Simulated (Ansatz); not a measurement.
**BGeC (doublet): relaxing a cheap start**

Where does this start of BGeC (doublet) end when it is relaxed?

Method: UKS PBE0/def2-TZVP; program: Ansatz 0.2.0, Gaussian basis.

## 1. Where the work starts

3 atoms, charge 0, spin multiplicity 2.

Atoms are counted from 1 here; the program's logs count them from 0.

Bond lengths: C1–B2 1.384 Å, C1–Ge3 2.013 Å, B2–Ge3 1.992 Å. Angles: B2–C1–Ge3 69.0°, C1–B2–Ge3 70.6°, C1–Ge3–B2 40.4°.

As a file:

| atom | x (Å) | y (Å) | z (Å) |
| --- | --- | --- | --- |
| C1 | -1.5845 | -0.1781 | -0.0020 |
| B2 | -1.1145 | 1.1233 | 0.0092 |
| Ge3 | 0.4279 | -0.1377 | -0.0010 |

The start was built by rule and, where that kept it together, relaxed with GFN2-xTB. Sticks and bond lists go by distance. No spin-orbit coupling is included. 

## 2. The run

in.yaml reads:

```yaml
crystal:
  periodic: [false, false, false]
  atoms:
    - {symbol: C, position_ang: [-1.584503, -0.178075, -0.002034]}
    - {symbol: B, position_ang: [-1.114498, 1.123268, 0.009241]}
    - {symbol: Ge, position_ang: [0.427861, -0.137732, -0.001039]}
basis:
  gaussian: {orbitals: def2-TZVP}
magnetization: {spin_polarized: true, initial_magnetization: 1}
hamiltonian: {xc: pbe0}
relax: {f_tol: 0.004, max_steps: 80}
```

Started as:

```bash
$ ansatz run in.yaml --threads 1 --pin off --events-out ev --progress --plain --max-ram 2176MiB
```

**Question.** What will these runs give? Wanted: energy gained; shift from the start; total energy; dipole moment; ⟨S²⟩.

**Answer**, as computed:

```
                  quantity           value
                     steps               8
             energy gained        0.492 eV
shift from the start (rms)         0.273 Å
              total energy  -58217.7503 eV
             dipole moment          1.83 D
                      ⟨S²⟩           0.764
```

The bonds of the start are those of the end. B2–Ge3 went from 1.992 to 2.455 Å. No vibrations were run, so this is a stationary point, not a proven minimum, and this spin need not be the ground state's.
